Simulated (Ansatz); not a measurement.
**F3HSSi: one species, many methods**

How much do the methods differ for F3HSSi? The plan is to run it at one geometry with functionals of several rungs and with coupled cluster, and see how far each lands from CCSD(T) at the basis-set limit for the atomisation energy.

Method: functionals in def2-TZVPP, the program's frozen cores in correlated methods; program: Ansatz 0.2.0, Gaussian basis.

Levels to be run: LDA (SPW92), PBE-D4, revPBE-D4, BLYP-D4, r2SCAN-D4, B97M-V, PBE0-D4, B3LYP-D4, r2SCANh-D4, r2SCAN0-D4, HSE06-D4, BHLYP-D4, CAM-B3LYP-D4, LC-ωPBE, ωB97X-V, ωB97M-V, B2PLYP, PBE-QIDH; CCSD(T)/def2-SVP; CCSD(T)/def2-TZVPP; MP2/def2-QZVPP; extrapolation to the limit; RPA on PBE.

## Step 1: The geometry

An earlier PBE0-D4 in a triple-zeta def2 set relaxation fixed the geometry.

6 atoms, charge 0, spin multiplicity 1.

Atoms are counted from 1 here; the program's logs count them from 0.

Bond lengths: F1–Si2 1.571 Å, Si2–F3 1.574 Å, Si2–F4 1.574 Å, Si2–S5 2.089 Å, S5–H6 1.346 Å. Angles: F1–Si2–F3 108.6°, F1–Si2–F4 108.6°, F1–Si2–S5 107.7°, F3–Si2–F4 106.1°, F3–Si2–S5 112.9°, F4–Si2–S5 112.9°, Si2–S5–H6 92.3°.

## Step 2: LDA

This LDA is Slater exchange with PW92 correlation.

Contents of in.yaml:

```yaml
crystal:
  periodic: [false, false, false]
  atoms:
    - {symbol: F, position_ang: [0.466787, -0.998860, 1.589461]}
    - {symbol: Si, position_ang: [0.253672, -0.377387, 0.162116]}
    - {symbol: F, position_ang: [-0.333276, -1.487521, -0.786142]}
    - {symbol: F, position_ang: [1.659449, 0.004953, -0.432590]}
    - {symbol: S, position_ang: [-1.016809, 1.267925, 0.370525]}
    - {symbol: H, position_ang: [-0.987623, 1.526889, -0.949569]}
basis:
  gaussian: {orbitals: def2-TZVPP}
hamiltonian: {xc: lda}
output: {orbitals: {seedname: orbitals}}
```

After this run come: PBE-D4 (GGA); revPBE-D4 (GGA); BLYP-D4 (GGA); r2SCAN-D4 (meta-GGA); B97M-V (meta-GGA); PBE0-D4 (hybrid); B3LYP-D4 (hybrid); r2SCANh-D4 (hybrid); r2SCAN0-D4 (hybrid); HSE06-D4 (hybrid); BHLYP-D4 (hybrid); CAM-B3LYP-D4 (range-separated); LC-ωPBE-D4 (range-separated); ωB97X-V (range-separated); ωB97M-V (range-separated); B2PLYP (double hybrid); PBE-QIDH (double hybrid); CCSD(T) in def2-SVP; CCSD(T) in def2-TZVPP; MP2 in def2-QZVPP; RPA on PBE orbitals.

**Question.** What will the summary of the whole plan be? Wanted: atomisation energy, CCSD(T)/CBS; farthest beyond LDA; mean size of error, GGA; mean size of error, meta-GGA; mean size of error, hybrid; mean size of error, range-separated; mean size of error, double hybrid; gap, smallest and largest; T1 diagnostic.

The runs gave:

| quantity | value |
| --- | --- |
| atomisation energy, CCSD(T)/CBS | 2487.6 kJ/mol |
| functionals within 12.4 kJ/mol (0.5 %) | PBE-D4, r2SCAN-D4, B97M-V, ωB97M-V |
| farthest beyond LDA | BHLYP-D4 (-142.6 kJ/mol) |
| mean size of error, GGA | 40.8 kJ/mol |
| mean size of error, meta-GGA | 7.6 kJ/mol |
| mean size of error, hybrid | 71.4 kJ/mol |
| mean size of error, range-separated | 21.4 kJ/mol |
| mean size of error, double hybrid | 52.4 kJ/mol |
| gap, smallest and largest | 6.02 eV (BLYP-D4), 13.56 eV (LC-ωPBE) |
| T1 diagnostic | 0.0117 |
| triples share of the correlation energy | 3.1 % |

What this shows: The LDA atomisation energy is off by 358.5 kJ/mol (14 %): it overbinds. PBE-D4 is off by +7.3 kJ/mol. Double hybrids carry the basis error of their MP2 part in triple zeta, and no dispersion term here, so their miss is partly the set-up's. Taken by rung, meta-GGA functionals do best (7.6 kJ/mol on average) and hybrid ones worst beyond LDA (71.4 kJ/mol). The mean of the hybrids holds BHLYP, with half exact exchange. Misses under about 12.4 kJ/mol are within the doubt on the reference itself, which lacks core-valence correlation, relativity and higher excitations. Hartree-Fock recovers 73 % of the binding; the rest is correlation. CCSD(T) in def2-SVP is off by -265.2 kJ/mol, more than most functionals: a good method in a small basis is no reference. Orbital gaps span 6.0 to 13.6 eV; exact exchange widens them.
